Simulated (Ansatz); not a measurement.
**CuH2O (charge +1): molecular dynamics**

Purpose: to follow the two partners and see whether they stay together, part or react. The start is relaxed first. Runs: 600 steps of 1 fs at constant energy, with velocities drawn for 1000 K. SMILES of the start: [Cu+].O.

All numbers below are computed with Ansatz 0.2.0 (RHF/def2-SVP).

## (1) The starting structure

Bond lengths: Cu1–O2 2.238 Å, O2–H3 0.963 Å, O2–H4 0.963 Å. Angles: Cu1–O2–H3 70.0°, Cu1–O2–H4 70.1°, H3–O2–H4 139.4°.

As a file:

```xyz
4

Cu   -0.0222   -0.0336   -1.5141
O     0.0473   -0.0066    0.7230
H    -0.4832   -0.7503    0.4191
H     0.4581    0.7905    0.3720
```

## (2) Preparing the start

Contents of input.yaml:

```yaml
crystal:
  periodic: [false, false, false]
  atoms:
    - { symbol: Cu, position_ang: [-0.0222, -0.0336, -1.5141] }
    - { symbol: O, position_ang: [0.0473, -0.0066, 0.723] }
    - { symbol: H, position_ang: [-0.4832, -0.7503, 0.4191] }
    - { symbol: H, position_ang: [0.4581, 0.7905, 0.372] }
total_charge: 1
basis:
  gaussian: { orbitals: def2-SVP }
hamiltonian:
  xc: hf
relax:
  f_tol: 0.02
  max_steps: 40
```

Command:

```bash
$ ansatz run input.yaml --threads 1 --pin off --max-ram 2048MiB --backend cpu --events-out ev --progress --plain --runs-dir out
```

Log (excerpt; [...] marks lines left out):

```text
Warning: RAYON_NUM_THREADS=1 ignored (pool sized by the plan → 1); use --threads N
[...]
Functional definition: HF
[...]
632 factors; integrals over basis functions are off by at most 1.9e-4 eV
[...]
mean field -46651.22145685 eV, -1714.4007672055 hartree, gradient 3.9e-5 eV, S^2 0.000000; 0 other end points of the search recorded, 0 dependent functions left out
[...]
reference -46651.22145685 eV, -1714.4007672055 hartree; 19, 19 occupied and 36, 36 virtual orbitals, 632 factors
relax step   1: F+E_penalty+E_count = -46651.22145685 eV  Δ(F+E_penalty+E_count) = +0.000e0 eV  max|allowed force component| = 1.095e0 eV/Å  Δτ_max = 0.0000 Å  (41 SCF iters, accepted)
[...]
relax step   3: F+E_penalty+E_count = -46652.07209068 eV  Δ(F+E_penalty+E_count) = -4.347e-1 eV  max|allowed force component| = 4.471e0 eV/Å  Δτ_max = 0.1954 Å  (37 SCF iters, accepted)
[...]
relax step   5: F+E_penalty+E_count = -46653.19429180 eV  Δ(F+E_penalty+E_count) = -5.476e-1 eV  max|allowed force component| = 6.406e-1 eV/Å  Δτ_max = 0.1988 Å  (36 SCF iters, accepted)
[...]
relax step   7: F+E_penalty+E_count = -46653.28539546 eV  Δ(F+E_penalty+E_count) = -3.862e-3 eV  max|allowed force component| = 1.199e-1 eV/Å  Δτ_max = 0.0347 Å  (38 SCF iters, accepted)
[...]
relax step   8: F+E_penalty+E_count = -46653.28634615 eV  Δ(F+E_penalty+E_count) = -9.507e-4 eV  max|allowed force component| = 7.028e-2 eV/Å  Δτ_max = 0.0075 Å  (29 SCF iters, accepted)
[...]
relax step   9: F+E_penalty+E_count = -46653.28679177 eV  Δ(F+E_penalty+E_count) = -4.456e-4 eV  max|allowed force component| = 9.005e-3 eV/Å  Δτ_max = 0.0096 Å  (29 SCF iters, accepted)
632 factors; integrals over basis functions are off by at most 3.2e-4 eV
mean field -46653.28679177 eV, -1714.4766668640 hartree, gradient 2.6e-5 eV, S^2 0.000000; 1 other end points of the search recorded, 0 dependent functions left out
[...]
reference -46653.28679177 eV, -1714.4766668640 hartree; 19, 19 occupied and 36, 36 virtual orbitals, 632 factors
Total energy: -46653.28679177 eV, -1714.4766668640 hartree
Atom 0 at     0.175400    -0.163212    -1.808785 Å, force     0.000141    -0.000143    -0.001735 eV/Å
Atom 1 at    -0.022114     0.020558     0.227396 Å, force    -0.000746     0.000748     0.009005 eV/Å
Atom 2 at    -0.474196    -0.579293     0.810850 Å, force    -0.001876    -0.003868    -0.003521 eV/Å
Atom 3 at     0.320911     0.721947     0.770539 Å, force     0.002481     0.003263    -0.003750 eV/Å
Dipole moment:    -0.014190     0.013230     0.147195 e Å
```

It took 4.4 s on 1 thread of AMD EPYC 9R14 (Zen 4), shared host; peak memory 0.12 GiB.

Step by step:

```tsv
step	energy from step 1 (eV)	largest force component (eV/Å)
1	0.0000	1.0948
2	-0.4160	2.2100
3	-0.8506	4.4713
4	-1.4253	4.1690
5	-1.9728	0.6406
6	-2.0601	0.1600
7	-2.0639	0.1199
8	-2.0649	0.0703
9	-2.0653	0.0090
```

Step 1 is the start.

After: Bond lengths: Cu1–O2 2.054 Å, O2–H3 0.951 Å, O2–H4 0.951 Å. Angles: Cu1–O2–H3 126.7°, Cu1–O2–H4 126.7°, H3–O2–H4 106.6°.

## (3) The run

600 steps of 1 fs at constant energy, with velocities drawn for 1000 K, from the relaxed start.

Contents of input.yaml:

```yaml
crystal:
  periodic: [false, false, false]
  atoms:
    - { symbol: Cu, position_ang: [0.1754, -0.163212, -1.808785] }
    - { symbol: O, position_ang: [-0.022114, 0.020558, 0.227396] }
    - { symbol: H, position_ang: [-0.474196, -0.579293, 0.81085] }
    - { symbol: H, position_ang: [0.320911, 0.721947, 0.770539] }
total_charge: 1
basis:
  gaussian: { orbitals: def2-SVP }
hamiltonian:
  xc: hf
md:
  timestep: 1.0
  n_steps: 600
  ensemble: nve
  temperature: 1000.0
  initial_velocities: maxwell_boltzmann
  seed: 933135
```

Command:

```bash
$ ansatz run input.yaml --threads 1 --pin off --max-ram 2048MiB --backend cpu --events-out ev --progress --plain --runs-dir out
```

Log (excerpt; [...] marks lines left out):

```text
Warning: RAYON_NUM_THREADS=1 ignored (pool sized by the plan → 1); use --threads N
[...]
Functional definition: HF
[...]
630 factors; integrals over basis functions are off by at most 3.5e-4 eV
[...]
mean field -46653.28683111 eV, -1714.4766683097 hartree, gradient 4.1e-5 eV, S^2 0.000000; 0 other end points of the search recorded, 0 dependent functions left out
[...]
reference -46653.28683111 eV, -1714.4766683097 hartree; 19, 19 occupied and 36, 36 virtual orbitals, 630 factors
md step     0: t =     0.00 fs  T =  1000.0 K  F+E_penalty+E_count = -46653.28683111 eV  E_kin = 0.258520 eV  conserved = -46653.02831111 eV  (42 SCF iters)
[...]
md step    20: t =    20.00 fs  T =   433.1 K  F+E_penalty+E_count = -46653.13669007 eV  E_kin = 0.111978 eV  conserved = -46653.02471255 eV  (39 SCF iters)
[...]
md step    40: t =    40.00 fs  T =   777.3 K  F+E_penalty+E_count = -46653.22843820 eV  E_kin = 0.200960 eV  conserved = -46653.02747854 eV  (38 SCF iters)
[...]
md step    60: t =    60.00 fs  T =   508.6 K  F+E_penalty+E_count = -46653.15436035 eV  E_kin = 0.131472 eV  conserved = -46653.02288822 eV  (39 SCF iters)
[...]
md step    80: t =    80.00 fs  T =   856.6 K  F+E_penalty+E_count = -46653.24794733 eV  E_kin = 0.221451 eV  conserved = -46653.02649599 eV  (38 SCF iters)
md step    81: t =    81.00 fs  T =   824.2 K  F+E_penalty+E_count = -46653.23665498 eV  E_kin = 0.213079 eV  conserved = -46653.02357584 eV  (38 SCF iters)
md step    82: t =    82.00 fs  T =   566.7 K  F+E_penalty+E_count = -46653.16113627 eV  E_kin = 0.146504 eV  conserved = -46653.01463260 eV  (38 SCF iters)
```

## (4) The output, continued: dynamics from the start

Output, continued (excerpt; [...] marks lines left out):

```text
md step    83: t =    83.00 fs  T =   531.4 K  F+E_penalty+E_count = -46653.15094695 eV  E_kin = 0.137387 eV  conserved = -46653.01355949 eV  (39 SCF iters)
[...]
md step   108: t =   108.00 fs  T =   654.4 K  F+E_penalty+E_count = -46653.18990265 eV  E_kin = 0.169176 eV  conserved = -46653.02072674 eV  (39 SCF iters)
[...]
md step   133: t =   133.00 fs  T =   425.2 K  F+E_penalty+E_count = -46653.13662926 eV  E_kin = 0.109913 eV  conserved = -46653.02671582 eV  (38 SCF iters)
[...]
md step   158: t =   158.00 fs  T =   638.1 K  F+E_penalty+E_count = -46653.18605857 eV  E_kin = 0.164971 eV  conserved = -46653.02108797 eV  (38 SCF iters)
[...]
md step   183: t =   183.00 fs  T =   312.8 K  F+E_penalty+E_count = -46653.09148991 eV  E_kin = 0.080865 eV  conserved = -46653.01062473 eV  (39 SCF iters)
md step   184: t =   184.00 fs  T =   496.2 K  F+E_penalty+E_count = -46653.14838404 eV  E_kin = 0.128267 eV  conserved = -46653.02011750 eV  (38 SCF iters)
md step   185: t =   185.00 fs  T =   680.4 K  F+E_penalty+E_count = -46653.20341365 eV  E_kin = 0.175884 eV  conserved = -46653.02752916 eV  (38 SCF iters)
```

## (5) The log goes on: dynamics from the start

The log, continued (excerpt; [...] marks lines left out):

```text
md step   186: t =   186.00 fs  T =   499.3 K  F+E_penalty+E_count = -46653.14778913 eV  E_kin = 0.129077 eV  conserved = -46653.01871250 eV  (39 SCF iters)
[...]
md step   207: t =   207.00 fs  T =   202.6 K  F+E_penalty+E_count = -46653.06322772 eV  E_kin = 0.052364 eV  conserved = -46653.01086405 eV  (38 SCF iters)
[...]
md step   228: t =   228.00 fs  T =   602.1 K  F+E_penalty+E_count = -46653.17083732 eV  E_kin = 0.155648 eV  conserved = -46653.01518972 eV  (38 SCF iters)
[...]
md step   249: t =   249.00 fs  T =   515.2 K  F+E_penalty+E_count = -46653.16134123 eV  E_kin = 0.133180 eV  conserved = -46653.02816146 eV  (38 SCF iters)
[...]
md step   599: t =   599.00 fs  T =   604.7 K  F+E_penalty+E_count = -46653.18378001 eV  E_kin = 0.156330 eV  conserved = -46653.02745004 eV  (38 SCF iters)
[...]
md step   600: t =   600.00 fs  T =   437.1 K  F+E_penalty+E_count = -46653.13334838 eV  E_kin = 0.112993 eV  conserved = -46653.02035562 eV  (41 SCF iters)
Total energy: -46653.13334838 eV, -1714.4710279235 hartree
Atom 0 at     0.177447    -0.166033    -1.811411 Å, force    -0.063883     0.153187     0.032575 eV/Å
Atom 1 at    -0.057490     0.062818     0.248120 Å, force    -1.381533    -0.724020    -2.145692 eV/Å
Atom 2 at    -0.356037    -0.724166     0.663398 Å, force    -0.419863    -0.498246     0.574473 eV/Å
Atom 3 at     0.635201     0.373888     0.754609 Å, force     1.865279     1.069079     1.538645 eV/Å
Dipole moment:     0.188307    -0.215975     0.060651 e Å
```

It took 3.8 min on 1 thread of AMD EPYC 9R14 (Zen 4), shared host; peak memory 0.11 GiB.

## (6) The trajectory

The trajectory, every 24 steps (energies from step 0):

```tsv
time (fs)	T (K)	potential energy change (meV/atom)	total energy change (meV/atom)
0.0	1000	0.0	0.00
24.0	603	25.8	0.07
48.0	694	19.9	0.18
72.0	717	18.7	0.35
96.0	347	43.0	0.79
120.0	781	15.3	1.09
144.0	677	22.3	1.42
168.0	505	33.8	1.82
192.0	726	19.8	2.14
216.0	230	52.5	2.73
240.0	398	42.1	3.21
264.0	502	35.7	3.51
288.0	278	50.4	3.76
312.0	669	25.4	4.00
336.0	368	45.0	4.22
360.0	251	52.7	4.33
384.0	471	38.5	4.37
408.0	152	59.0	4.19
432.0	504	36.1	4.04
456.0	609	29.1	3.89
480.0	281	50.3	3.82
504.0	580	30.6	3.41
528.0	288	49.1	3.04
552.0	342	45.1	2.58
576.0	672	23.5	2.28
600.0	437	38.4	1.99
```

time (fs), T (K) and a bar:
```
      0.0       1000 ##############################
     26.0        300 ###
     52.0        570 ##############
     78.0        599 ###############
    104.0        535 ############
    130.0        211 
    157.0        773 #####################
    183.0        313 ####
    209.0        460 #########
    235.0        457 #########
    261.0        709 ###################
    287.0        324 ####
    313.0        904 ##########################
    339.0        509 ###########
    365.0        350 #####
    391.0        664 #################
    417.0        549 #############
    443.0        277 ###
    470.0        618 ###############
    496.0        489 ###########
    522.0        375 ######
    548.0        465 ##########
    574.0        696 ##################
    600.0        437 #########
```

Maxima of the velocity power spectrum (cm⁻¹, relative height; resolution about 110 cm⁻¹): 430 (98), 580 (49), 860 (13), 4160 (100).

## (7) Positions and forces

Positions (Å) and forces (eV/Å):

```xyz
4
time_fs=75.0 T=436 dE=0.1607
Cu    0.177   -0.161   -1.804   -0.136   -0.119   -0.171
O    -0.043    0.011    0.206    1.128    0.878    2.929
H    -0.574   -0.380    0.945    0.896    0.653   -1.651
H     0.658    0.561    0.670   -1.887   -1.413   -1.107
4
time_fs=150.0 T=686 dE=0.0889
Cu    0.175   -0.165   -1.810    0.081    0.120    0.014
O    -0.022    0.046    0.234   -0.474   -0.398   -1.817
H    -0.583   -0.552    0.673   -0.993   -0.878    0.526
H     0.474    0.416    0.913    1.386    1.157    1.277
4
time_fs=225.0 T=861 dE=0.0363
Cu    0.177   -0.165   -1.816   -0.024    0.086    0.162
O    -0.043    0.042    0.251    0.444    0.156    0.274
H    -0.342   -0.665    0.803   -0.345   -0.393    0.020
H     0.431    0.600    0.867   -0.074    0.151   -0.456
4
time_fs=300.0 T=261 dE=0.2061
Cu    0.179   -0.163   -1.810   -0.192   -0.068   -0.015
O    -0.062    0.035    0.228    0.797   -0.875    3.176
H    -0.481   -0.485    0.986    0.767    1.298   -2.383
H     0.744    0.389    0.667   -1.372   -0.355   -0.778
4
time_fs=375.0 T=525 dE=0.1310
Cu    0.176   -0.165   -1.803    0.029    0.126   -0.199
O    -0.043    0.057    0.212    0.675    1.058   -1.290
H    -0.426   -0.652    0.644   -1.428   -1.911    1.108
H     0.593    0.355    0.832    0.724    0.727    0.381
4
time_fs=450.0 T=625 dE=0.0976
Cu    0.177   -0.166   -1.809   -0.021    0.167   -0.042
O    -0.054    0.059    0.232   -0.229   -1.343   -0.158
H    -0.243   -0.774    0.670   -0.203    0.459   -0.153
H     0.527    0.490    0.831    0.453    0.717    0.353
4
time_fs=525.0 T=84 dE=0.2523
Cu    0.180   -0.164   -1.815   -0.269   -0.013    0.111
O    -0.075    0.051    0.256    2.639   -0.476    1.667
H    -0.447   -0.555    0.930    0.367    0.950   -1.116
H     0.845    0.277    0.610   -2.737   -0.462   -0.662
4
time_fs=600.0 T=437 dE=0.1535
Cu    0.177   -0.166   -1.811   -0.064    0.153    0.033
O    -0.058    0.063    0.248   -1.381   -0.724   -2.146
H    -0.356   -0.724    0.663   -0.420   -0.498    0.575
H     0.635    0.374    0.755    1.865    1.069    1.539
```

## (8) Results

```
                          quantity                         value
           relaxation of the start       8 moves, 2.065 eV lower
                            length             600 steps of 1 fs
  temperature, first and last step                1000 and 437 K
          temperature, second half  mean 517 K, from 39 to 959 K
     potential energy, second half   +33 meV/atom from the start
largest change of the total energy                 4.66 meV/atom
            bonds formed or broken                             0
```

The temperature starts at 1000 K and averages 517 K in the second half, where it ranges from 39 to 959 K. About half is expected from a start at a minimum: kinetic energy passes into potential energy until both shares match. The total energy strays from its start by at most 4.66 meV/atom, 14 % of the mean kinetic energy, which is poor: the step of 1 fs is too long for the fastest motion. The bonds all hold. Averages from a run of 600 fs with 4 atoms are rough. The nuclei move classically, without zero-point motion, which matters most for hydrogen.
